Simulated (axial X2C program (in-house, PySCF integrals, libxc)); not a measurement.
**NbN⁻: from the state search to constants**

What are the state, bond length, wavenumber and bond energy of NbN⁻, and what does spin–orbit coupling change?

Computed with an in-house X2C program for linear molecules on PySCF integrals. Level: all-electron X2C, Nb dyall-av3z, N dyall-av3z.

All values are calculated.

## Step 1: Input

File task.json:

```json
{"zs": [41, 7], "q": -1, "bas": ["dyall-av3z", "dyall-av3z"], "levels": ["PBE0", "HF", "LDA", "B97-3"], "cc": false, "r0": 1.85, "npts": 10, "nst": 2, "ntry": 6, "thr": -20.0}
```

Keys: zs atomic numbers; q charge; bas basis sets; levels methods (HF also brings MP2); cc coupled cluster on or off; r0 starting distance in Å; npts points asked for on the curve; nst determinants followed; ntry starts of the search; thr threshold in hartree for freezing inner shells (an s shell follows its p shell).

Run with:

```
> python so2c.py task.json out
```

Spin-free means the one-electron spin-free X2C Hamiltonian; two-component (2c) means X2C with spin–orbit coupling and atomic mean-field two-electron Coulomb and Gaunt terms. Basis: Nb dyall-av3z contracted to [12s13p10d3f2g], N dyall-av3z contracted to [7s7p3d2f]; Gaussian nuclei, density fitting. Masses: Nb 92.906 u, N 14.003 u.

Notation: σ, π±, δ± give the projection m of an orbital's angular momentum (0, ±1, ±2), α and β its spin, Λ and M_S the sums; ω is the projection of a spinor's total angular momentum and Ω the sum. Logs are in hartree.

The results follow Hamiltonian by Hamiltonian and level by level.

## Step 2: Search for the lowest determinant

PBE0 moves the distance from 1.850 Å to 1.682 Å and compares determinants there.

Spin-free determinants:

```
ΔE (eV)             state                         open shells
   0.00  M_S = 1/2, Λ = 2           beyond closed shells: δ+α
   0.11  M_S = 3/2, Λ = 0  beyond closed shells: σα, δ+α, δ-α
   0.68  M_S = 1/2, Λ = 0  beyond closed shells: σβ, δ+α, δ-α
   0.74  M_S = 3/2, Λ = 3  beyond closed shells: σα, π+α, δ+α
   0.80  M_S = 3/2, Λ = 1  beyond closed shells: σα, π-α, δ+α
   1.15  M_S = 3/2, Λ = 2   beyond closed shells: 2 × σα, δ+α
   1.22  M_S = 1/2, Λ = 1  beyond closed shells: σα, π-β, δ+α
```

Two-component determinants:

```
ΔE (eV)    state                                        open shells
   0.00  Ω = 3/2                      excess of +ω over −ω: ω = 3/2
   0.12  Ω = 5/2                      excess of +ω over −ω: ω = 5/2
   0.16  Ω = 3/2   excess of +ω over −ω: ω = 1/2, ω = -3/2, ω = 5/2
   0.73  Ω = 1/2  excess of +ω over −ω: ω = -1/2, ω = -3/2, ω = 5/2
   0.82  Ω = 1/2                      excess of +ω over −ω: ω = 1/2
   0.88  Ω = 9/2    excess of +ω over −ω: ω = 1/2, ω = 3/2, ω = 5/2
   1.21  Ω = 1/2        excess of +ω over −ω: 2 × ω = -1/2, ω = 3/2
```

## Step 3: PBE0, spin-free

State followed: M_S = 1/2, Λ = 2 (beyond closed shells: δ+α). The scan is laid around 1.659 Å, a first estimate of the minimum, and this SCF restarts from the orbitals of the search.

The SCF at the reference distance of 1.659 Å:

```text
spin-free X2C-1e  PBE0
basis functions 197  fitting functions 1046  grid points 5076
iter        total energy     max residual
   1      -3863.199275193     1.61e+01
   2      -3873.692962151     9.58e-02
   3      -3865.476175416     3.76e-01
   4      -3873.677859245     1.17e-01
   5      -3873.776877143     7.50e-02
   6      -3873.858325995     5.03e-02
   7      -3873.905684722     2.24e-03
   8      -3873.905980932     1.86e-03
   9      -3873.906092705     2.74e-04
  10      -3873.906101763     1.54e-04
  11      -3873.906104694     1.07e-04
  12      -3873.906106046     4.50e-05
  13      -3873.906106305     2.17e-05
  14      -3873.906106327     3.56e-06
  15      -3873.906106330     1.50e-06
  16      -3873.906106330     3.70e-07
converged
one-electron -5535.68085224  Coulomb 1696.73263724  exact exchange -31.08142600  xc functional -95.42189000  nuclear repulsion 91.54542467
```

Along the bond, energies from the lowest point:

| R (Å) | E (eV) | μ (D) | HOMO (eV) | LUMO (eV) | iterations |
| --- | --- | --- | --- | --- | --- |
| 1.443 | 1.7354 | 2.44 | 0.42 | 1.70 | 15 |
| 1.510 | 0.7402 | 1.63 | 0.35 | 1.72 | 15 |
| 1.560 | 0.2995 | 1.07 | 0.29 | 1.73 | 15 |
| 1.609 | 0.0665 | 0.54 | 0.24 | 1.74 | 15 |
| 1.659 | 0.0000 | 0.05 | 0.19 | 1.75 | 16 |
| 1.717 | 0.0889 | -0.48 | 0.13 | 1.76 | 17 |
| 1.775 | 0.3140 | -0.95 | 0.08 | 1.76 | 18 |
| 1.850 | 0.7445 | -1.46 | 0.03 | 1.77 | 19 |
| 1.941 | 1.3836 | -1.80 | 0.03 | 1.76 | 20 |
| 2.074 | 2.2889 | -1.70 | 0.11 | 1.68 | 19 |

Dipoles are positive if N is the positive end and refer to the centre of mass.

Outer orbitals at the reference distance:

```tsv
symmetry	occupied	ε (eV)	atomic character
π+α	yes	-34.05	95% Nb p, 2% N f, 2% N d
σα	yes	-34.05	89% Nb p, 4% N p, 3% N s
σβ	yes	-33.71	89% Nb p, 4% N p, 3% N s
π-α	yes	-33.47	95% Nb p, 2% N f, 2% N d
π-β	yes	-32.58	95% Nb p, 2% N f, 2% N d
π+β	yes	-32.58	95% Nb p, 2% N f, 2% N d
σβ	yes	-13.59	60% N s, 18% Nb d, 10% Nb p
σα	yes	-13.40	59% N s, 19% Nb d, 10% Nb p
π+α	yes	-3.20	52% N p, 41% Nb d, 2% Nb f
π-α	yes	-3.15	53% N p, 40% Nb d, 3% Nb f
π-β	yes	-3.15	57% N p, 35% Nb d, 3% Nb f
π+β	yes	-3.15	57% N p, 35% Nb d, 3% Nb f
σα	yes	-2.91	49% N p, 35% Nb d, 6% N s
σβ	yes	-2.80	54% N p, 31% Nb d, 6% Nb p
δ+α	yes	-0.68	96% Nb d, 2% N d
σα	yes	-0.21	62% Nb s, 15% N p, 11% Nb p
σβ	yes	0.19	66% Nb s, 14% Nb p, 10% N p
π-β	no	1.75	99% Nb p
π+β	no	1.75	99% Nb p
σβ	no	1.78	90% Nb p, 8% Nb s
π+α	no	1.82	99% Nb p
```

PBE0 fields in the half plane through the axis: z from -2.4 to 3.9 Å across, distance from the axis 0.15 to 2.25 Å upwards; Nb lies at z = 0 and N at z = 1.659 Å; the ELF is damped to zero where the density is low.

log10 density (e/bohr³). Ten even steps from '0' (-4.60 ) to '9' (1.63 ):
```
2222333333322222111000
2223333333333322221100
2233333444333333322110
2333344444444443332211
2333444555545554433221
3334455666555555443321
3334456777666666544321
3334567898766776554321
```

ELF. Ten even steps from ' ' (0.00 ) to '@' (0.91 ):
```
++##%%%%%%%%####++==::....                  
##%%%%%%%%##**++==--::::......              
%%%%%%##**++==----::::::::--::::....        
%%%%##**==::::::::....::==++++====--::..    
%%%%**--......----::..--**######**++--::    
%%##++::..::==##%%##--==%%%%@@@@%%##++--..  
%%##==::::==%%**::****++%%%%%%@@@@%%##==::  
%%**--::--##%%--++--##**%%....@@@@@@##++::  
```

Re = 1.657 Å, ωe = 1099 cm⁻¹, Be = 0.5045 cm⁻¹, De = 6.40 eV, μ = 0.07 D.

## Step 4: HF, spin-free

Output at 1.659 Å:

```text
spin-free X2C-1e  HF
basis functions 197  fitting functions 1046  grid points 5076
iter        total energy     max residual
   1      -3871.728494334     2.74e-01
   2      -3871.753597577     1.49e-02
   3      -3871.752213266     2.23e-02
   4      -3871.759015472     4.31e-03
   5      -3871.759640941     2.51e-03
   6      -3871.760049539     2.39e-03
   7      -3871.760460131     1.91e-03
   8      -3871.761034787     1.69e-03
   9      -3871.762151955     9.37e-04
  10      -3871.762313326     9.14e-04
  11      -3871.762443557     4.76e-04
  12      -3871.762479427     2.03e-04
  13      -3871.762491442     1.05e-04
  14      -3871.762493992     6.55e-05
  15      -3871.762494952     4.52e-05
  16      -3871.762495471     3.27e-05
  17      -3871.762495844     2.15e-05
  18      -3871.762496007     1.37e-05
  19      -3871.762496048     4.14e-06
  20      -3871.762496051     3.27e-06
  21      -3871.762496052     1.71e-06
converged
one-electron -5533.12693958  Coulomb 1694.22719944  exact exchange -124.40818059  xc functional 0.00000000  nuclear repulsion 91.54542467
```

No constants are quoted: the points don't follow one smooth fit.

## Step 5: LDA, spin-free

Output at 1.659 Å:

```text
spin-free X2C-1e  LDA
basis functions 197  fitting functions 1046  grid points 5076
iter        total energy     max residual
   1      -3869.303424536     3.74e-01
   2      -3869.309383775     2.09e-02
   3      -3869.125877800     1.06e-01
   4      -3869.316857950     3.21e-03
   5      -3869.316975234     2.20e-03
   6      -3869.317089451     1.16e-03
   7      -3869.317106603     1.14e-04
   8      -3869.317106690     7.59e-05
   9      -3869.317106814     9.89e-06
  10      -3869.317106815     7.78e-06
converged
one-electron -5535.76749697  Coulomb 1696.74428698  exact exchange 0.00000000  xc functional -121.83932150  nuclear repulsion 91.54542467
```

Re = 1.668 Å, ωe = 1074 cm⁻¹, ωexe = 3.47 cm⁻¹, Be = 0.4979 cm⁻¹, De = 8.37 eV, μ = -0.44 D.

## Step 6: B97-3, spin-free

Output at 1.659 Å:

```text
spin-free X2C-1e  B97-3
basis functions 197  fitting functions 1046  grid points 5076
iter        total energy     max residual
   1      -3873.986829957     3.66e-02
   2      -3873.987312602     4.70e-03
   3      -3873.984476212     1.45e-02
   4      -3873.987613441     1.11e-03
   5      -3873.987625697     1.50e-04
   6      -3873.987627695     1.36e-04
   7      -3873.987628584     3.20e-05
   8      -3873.987629015     1.43e-05
   9      -3873.987629041     5.10e-06
  10      -3873.987629047     2.05e-06
  11      -3873.987629047     8.73e-07
converged
one-electron -5535.70653105  Coulomb 1696.76759295  exact exchange -33.48207578  xc functional -93.11203984  nuclear repulsion 91.54542467
```

Re = 1.659 Å, ωe = 1101 cm⁻¹, Be = 0.5036 cm⁻¹, De = 6.49 eV, μ = 0.16 D.

## Step 7: MP2, spin-free

Correlated methods: 39 electrons correlated (frozen shells, counted by type: Nb 2 s, 1 p; N none), 297 virtual spinors in MP2.

MP2: No constants are quoted: the reference is strongly spin-contaminated.

## Step 8: A higher determinant, spin-free

State: M_S = 3/2, Λ = 0 (beyond closed shells: σα, δ+α, δ-α).

Output at the reference distance:

```text
spin-free X2C-1e  PBE0
basis functions 197  fitting functions 1046  grid points 5076
iter        total energy     max residual
   1      -3863.459965808     1.61e+01
   2      -3873.686069785     1.02e-01
   3      -3864.345997285     2.97e-01
   4      -3873.768106128     7.35e-02
   5      -3873.869394658     4.81e-02
   6      -3873.850210994     5.31e-02
   7      -3873.900697283     3.98e-03
   8      -3873.901088812     5.04e-04
   9      -3873.901136037     3.25e-04
  10      -3873.901144664     2.01e-04
  11      -3873.901147221     1.08e-04
  12      -3873.901147571     6.56e-05
  13      -3873.901147658     1.26e-05
  14      -3873.901147669     3.71e-06
  15      -3873.901147670     2.15e-06
converged
one-electron -5539.21683693  Coulomb 1700.41962380  exact exchange -31.11787619  xc functional -95.53148302  nuclear repulsion 91.54542467
```

| R (Å) | E above the lowest PBE0 point (eV) |
| --- | --- |
| 1.443 | 2.029 |
| 1.510 | 1.003 |
| 1.560 | 0.528 |
| 1.609 | 0.252 |
| 1.659 | 0.135 |
| 1.717 | 0.158 |
| 1.775 | 0.311 |
| 1.850 | 0.640 |
| 1.941 | 1.155 |

Re = 1.679 Å, ωe = 1021 cm⁻¹, ωexe = 4.24 cm⁻¹, Be = 0.4916 cm⁻¹, μ = -2.73 D. Te = 0.13 eV.

## Step 9: The spin-free curves together

Energy (eV) of the followed determinant, spin-free, from each level's lowest point:

| R (Å) | PBE0 | HF | MP2 (spin-contaminated) | LDA | B97-3 |
| --- | --- | --- | --- | --- | --- |
| 1.443 | 1.735 | 1.415 | 2.041 | 1.869 | 1.766 |
| 1.510 | 0.740 | 0.556 | 0.825 | 0.831 | 0.759 |
| 1.560 | 0.299 | 0.202 | 0.262 | 0.359 | 0.310 |
| 1.609 | 0.066 | 0.036 | 0.000 | 0.096 | 0.071 |
| 1.659 | 0.000 | 0.000 | 0.154 | 0.000 | 0.000 |
| 1.717 | 0.089 | 0.027 | 0.887 | 0.056 | 0.085 |
| 1.775 | 0.314 | 0.061 | 1.787 | 0.249 | 0.308 |
| 1.850 | 0.745 | 0.092 | 2.792 | 0.644 | 0.740 |
| 1.941 | 1.384 | 0.136 | 3.661 | 1.269 | 1.390 |
| 2.074 | 2.289 | 0.259 | 4.481 | 2.306 | 2.330 |

## Step 10: PBE0, 2c

State followed: Ω = 3/2 (excess of +ω over −ω: ω = 3/2). The scan is laid around 1.659 Å, a first estimate of the minimum, and this SCF restarts from the orbitals of the search.

The SCF at the reference distance of 1.659 Å:

```text
two-component X2C + atomic mean field  PBE0
basis functions 197  fitting functions 1046  grid points 5076
iter        total energy     max residual
   1      -3860.915209717     1.61e+01
   2      -3872.201843201     9.58e-02
   3      -3863.442410829     2.34e-01
   4      -3872.277336890     8.05e-02
   5      -3872.295020481     7.74e-02
   6      -3872.378723805     3.73e-02
   7      -3872.413552450     2.76e-03
   8      -3872.413770620     6.59e-04
   9      -3872.413799079     2.02e-04
  10      -3872.413805818     1.92e-04
  11      -3872.413808744     8.09e-05
  12      -3872.413809436     6.04e-05
  13      -3872.413809537     1.08e-05
  14      -3872.413809544     2.71e-06
  15      -3872.413809546     3.50e-06
converged
one-electron -5531.74245414  Coulomb 1695.97664568  exact exchange -31.06749790  xc functional -95.37985664  nuclear repulsion 91.54542467  atomic mean-field constant -1.74607122
```

Along the bond, energies from the lowest point:

| R (Å) | E (eV) | μ (D) | HOMO (eV) | LUMO (eV) | iterations |
| --- | --- | --- | --- | --- | --- |
| 1.443 | 1.7327 | 2.45 | 0.43 | 1.70 | 16 |
| 1.510 | 0.7387 | 1.64 | 0.35 | 1.72 | 18 |
| 1.560 | 0.2987 | 1.08 | 0.30 | 1.73 | 18 |
| 1.609 | 0.0662 | 0.55 | 0.24 | 1.74 | 18 |
| 1.659 | 0.0000 | 0.06 | 0.19 | 1.75 | 15 |
| 1.717 | 0.0891 | -0.47 | 0.13 | 1.76 | 18 |
| 1.775 | 0.3143 | -0.94 | 0.08 | 1.76 | 18 |
| 1.850 | 0.7447 | -1.45 | 0.03 | 1.76 | 21 |
| 1.941 | 1.9446 | -2.75 | 0.67 | 1.45 | 33 |
| 2.074 | 2.7757 | -3.24 | 0.68 | 1.38 | 30 |

Dipoles are positive if N is the positive end and refer to the centre of mass.

Outer spinors at the reference distance:

```tsv
ω	occupied	ε (eV)	atomic character	λ mixture
1/2	yes	-35.26	94% Nb p	74% π, 26% σ
-1/2	yes	-34.65	91% Nb p, 3% N p, 2% N s	69% σ, 31% π
1/2	yes	-33.11	90% Nb p, 4% N p, 3% N s	74% σ, 26% π
-3/2	yes	-32.73	95% Nb p, 2% N f, 2% N d	100% π
-1/2	yes	-32.60	93% Nb p, 2% N d	69% π, 31% σ
3/2	yes	-31.83	95% Nb p, 2% N f, 2% N d	100% π
1/2	yes	-13.58	60% N s, 18% Nb d, 10% Nb p	100% σ
-1/2	yes	-13.39	59% N s, 19% Nb d, 10% Nb p	100% σ
1/2	yes	-3.22	52% N p, 41% Nb d, 2% Nb f	99% π, 1% σ
-1/2	yes	-3.17	57% N p, 35% Nb d, 3% Nb f	99% π, 1% σ
-3/2	yes	-3.13	53% N p, 40% Nb d, 3% Nb f	100% π
3/2	yes	-3.13	57% N p, 35% Nb d, 3% Nb f	100% π
-1/2	yes	-2.90	49% N p, 35% Nb d, 6% N s	99% σ, 1% π
1/2	yes	-2.79	54% N p, 31% Nb d, 6% Nb p	99% σ, 1% π
3/2	yes	-0.74	96% Nb d, 2% N d	100% δ
-1/2	yes	-0.21	62% Nb s, 15% N p, 11% Nb p	100% σ
1/2	yes	0.19	65% Nb s, 14% Nb p, 10% N p	100% σ
-1/2	no	1.75	99% Nb p	100% π
3/2	no	1.75	99% Nb p	100% π
1/2	no	1.78	91% Nb p, 8% Nb s	100% σ
1/2	no	1.82	99% Nb p	100% π
```

PBE0 fields in the half plane through the axis: z from -2.4 to 3.9 Å across, distance from the axis 0.15 to 2.25 Å upwards; Nb lies at z = 0 and N at z = 1.659 Å; the ELF is damped to zero where the density is low.

log10 density (e/bohr³). Ten even steps from '0' (-4.60 ) to '9' (1.63 ):
```
2222333333322222111000
2223333333333322221100
2233333444333333322110
2333344444444443332211
2333444555545554433221
3334455666555555443321
3334456777666666544321
3334567898766776554321
```

ELF. Ten even steps from '0' (0.00 ) to '9' (0.91 ):
```
5788887754211000000000
7888876543221110000000
8888654332222322110000
8876422221124554432100
8863111332136777653200
8752124787348899875310
8742248626658889987420
8632378353768119997520
```

No constants are quoted: the solution changes its character somewhere along the scan, so the fit is set aside.

## Step 11: HF, 2c

The SCF at the reference distance of 1.659 Å:

```text
two-component X2C + atomic mean field  HF
basis functions 197  fitting functions 1046  grid points 5076
iter        total energy     max residual
   1      -3870.236446597     2.74e-01
   2      -3870.261563467     1.48e-02
   3      -3870.260201610     2.22e-02
   4      -3870.266970874     4.32e-03
   5      -3870.267604388     2.52e-03
   6      -3870.268026543     2.39e-03
   7      -3870.268462633     1.92e-03
   8      -3870.269084768     1.71e-03
   9      -3870.270411920     1.03e-03
  10      -3870.270894113     9.67e-04
  11      -3870.270682356     1.09e-03
  12      -3870.270333980     1.07e-03
  13      -3870.270271385     6.93e-04
  14      -3870.270323617     4.17e-04
  15      -3870.270359284     2.31e-04
  16      -3870.270378540     1.37e-04
  17      -3870.270384175     1.14e-04
  18      -3870.270386815     9.45e-05
  19      -3870.270388906     7.43e-05
  20      -3870.270390546     5.10e-05
  21      -3870.270391298     3.99e-05
  22      -3870.270391522     2.29e-05
  23      -3870.270391569     7.46e-06
  24      -3870.270391578     6.23e-06
  25      -3870.270391580     3.78e-06
  26      -3870.270391582     1.70e-06
converged
one-electron -5529.18803295  Coulomb 1693.47057304  exact exchange -124.35228513  xc functional 0.00000000  nuclear repulsion 91.54542467  atomic mean-field constant -1.74607122
```

On the way the iterations pass 0.014 eV below the final energy, so this may not be the lowest solution of its occupation.

No constants are quoted: the solution changes its character somewhere along the scan, so the fit is set aside.

## Step 12: LDA, 2c

Output at 1.659 Å:

```text
two-component X2C + atomic mean field  LDA
basis functions 197  fitting functions 1046  grid points 5076
iter        total energy     max residual
   1      -3867.812620493     3.74e-01
   2      -3867.818608454     2.08e-02
   3      -3867.636068519     1.06e-01
   4      -3867.826053642     3.24e-03
   5      -3867.826173122     2.20e-03
   6      -3867.826289034     1.15e-03
   7      -3867.826306012     1.13e-04
   8      -3867.826306099     7.55e-05
   9      -3867.826306221     1.00e-05
  10      -3867.826306223     7.78e-06
converged
one-electron -5531.83187342  Coulomb 1695.99112365  exact exchange 0.00000000  xc functional -121.78490990  nuclear repulsion 91.54542467  atomic mean-field constant -1.74607122
```

Re = 1.668 Å, ωe = 1074 cm⁻¹, ωexe = 3.47 cm⁻¹, Be = 0.498 cm⁻¹, De = 8.40 eV, μ = -0.43 D.

## Step 13: B97-3, 2c

The SCF at the reference distance of 1.659 Å:

```text
two-component X2C + atomic mean field  B97-3
basis functions 197  fitting functions 1046  grid points 5076
iter        total energy     max residual
   1      -3872.494792390     3.67e-02
   2      -3872.495267379     4.71e-03
   3      -3872.492440520     1.45e-02
   4      -3872.495568488     1.11e-03
   5      -3872.495581004     1.49e-04
   6      -3872.495583053     1.37e-04
   7      -3872.495583955     3.22e-05
   8      -3872.495584383     1.44e-05
   9      -3872.495584411     5.23e-06
  10      -3872.495584417     2.09e-06
  11      -3872.495584418     8.71e-07
converged
one-electron -5531.76660664  Coulomb 1696.01004310  exact exchange -33.46706636  xc functional -93.07130797  nuclear repulsion 91.54542467  atomic mean-field constant -1.74607122
```

Re = 1.658 Å, ωe = 1101 cm⁻¹, Be = 0.5037 cm⁻¹, De = 6.55 eV, μ = 0.17 D.

## Step 14: Correlated methods, 2c

Correlated methods: 39 electrons correlated (frozen shells, counted by type: Nb 2 s, 1 p; N none), 297 virtual spinors in MP2.

MP2: No constants are quoted: the reference changes its character somewhere along the scan, so the fit is set aside.

## Step 15: A higher determinant, 2c

State: Ω = 5/2 (excess of +ω over −ω: ω = 5/2).

Output at the reference distance:

```text
two-component X2C + atomic mean field  PBE0
basis functions 197  fitting functions 1046  grid points 5076
iter        total energy     max residual
   1      -3860.910374104     1.61e+01
   2      -3872.197296776     9.57e-02
   3      -3863.963721490     3.77e-01
   4      -3872.185279429     1.15e-01
   5      -3872.287197925     7.11e-02
   6      -3872.362567457     4.97e-02
   7      -3872.409150121     2.23e-03
   8      -3872.409444184     1.79e-03
   9      -3872.409549531     2.76e-04
  10      -3872.409558659     1.55e-04
  11      -3872.409561618     1.05e-04
  12      -3872.409562998     4.53e-05
  13      -3872.409563258     2.11e-05
  14      -3872.409563280     3.54e-06
  15      -3872.409563282     1.50e-06
  16      -3872.409563282     3.59e-07
converged
one-electron -5531.67161610  Coulomb 1695.90762920  exact exchange -31.06695088  xc functional -95.37797897  nuclear repulsion 91.54542467  atomic mean-field constant -1.74607122
```

| R (Å) | E above the lowest PBE0 point (eV) |
| --- | --- |
| 1.443 | 1.843 |
| 1.510 | 0.851 |
| 1.560 | 0.412 |
| 1.609 | 0.181 |
| 1.659 | 0.116 |
| 1.717 | 0.206 |
| 1.775 | 0.432 |
| 1.850 | 0.864 |
| 1.941 | 1.505 |

Re = 1.657 Å, ωe = 1099 cm⁻¹, Be = 0.5048 cm⁻¹, μ = 0.08 D.

## Step 16: The 2c curves together

Energy (eV) of the followed determinant, 2c, from each level's lowest point:

| R (Å) | PBE0 (jumps) | HF (jumps) | MP2 (its reference jumps) | LDA | B97-3 |
| --- | --- | --- | --- | --- | --- |
| 1.443 | 1.733 | 1.378 | 2.629 | 1.867 | 1.764 |
| 1.510 | 0.739 | 0.554 | 0.824 | 0.830 | 0.757 |
| 1.560 | 0.299 | 0.201 | 0.262 | 0.358 | 0.309 |
| 1.609 | 0.066 | 0.036 | 0.000 | 0.096 | 0.071 |
| 1.659 | 0.000 | 0.000 | 0.153 | 0.000 | 0.000 |
| 1.717 | 0.089 | 0.028 | 0.884 | 0.056 | 0.085 |
| 1.775 | 0.314 | 0.062 | 1.782 | 0.249 | 0.309 |
| 1.850 | 0.745 | 0.095 | 2.788 | 0.644 | 0.740 |
| 1.941 | 1.945 | 0.140 | 3.660 | 1.268 | 1.389 |
| 2.074 | 2.776 | 0.263 | 4.481 | 2.305 | 2.329 |

The whole job took 4.9 min on 1 thread, shared host.

## Step 17: Constants

Lowest determinant that the search found at its distance, spin-free: M_S = 1/2, Λ = 2 (beyond closed shells: δ+α).

Lowest determinant that the search found at its distance, 2c: Ω = 3/2 (excess of +ω over −ω: ω = 3/2).

```tsv
Hamiltonian	level	Re (Å)	ωe (cm⁻¹)	De (eV)
spin-free	PBE0	1.657	1099	6.40
spin-free	LDA	1.668	1074	8.37
spin-free	B97-3	1.659	1101	6.49
2c	LDA	1.668	1074	8.40
2c	B97-3	1.658	1101	6.55
```

No constants: spin-free HF (the points don't follow one smooth fit); spin-free MP2 (the reference is strongly spin-contaminated); 2c PBE0 (the solution changes its character somewhere along the scan, so the fit is set aside); 2c HF (the solution changes its character somewhere along the scan, so the fit is set aside); 2c MP2 (the reference changes its character somewhere along the scan, so the fit is set aside).

Time per point (s) on 1 thread, shared host (2c runs); the times are rough: LDA 0.6, B97-3 1.8.

In words: At LDA, going from spin-free to two-component changes Re by 0 mÅ, ωe by 0.0 %; the spin-free picture holds up (part of it comes from the scalar share of the two-electron terms). De moves by +0.03 eV; both De rest on single-determinant atoms, which can miss part of an open shell's spin–orbit lowering. The highest occupied level is positive at the mean-field levels quoted, but negative in the Hartree–Fock runs, so self-interaction plays a part.

De refers to Nb- + N, each in the lowest determinant found, which need not be this curve's own limit. The state is a single determinant with fixed occupations, the lowest that a limited PBE0 search found. De is counted from the lowest determinant-based energies of the atoms at the same level, without counterpoise correction. Density functionals use the spin component along the axis (collinear). The spin-free determinant is spin-contaminated at some levels.
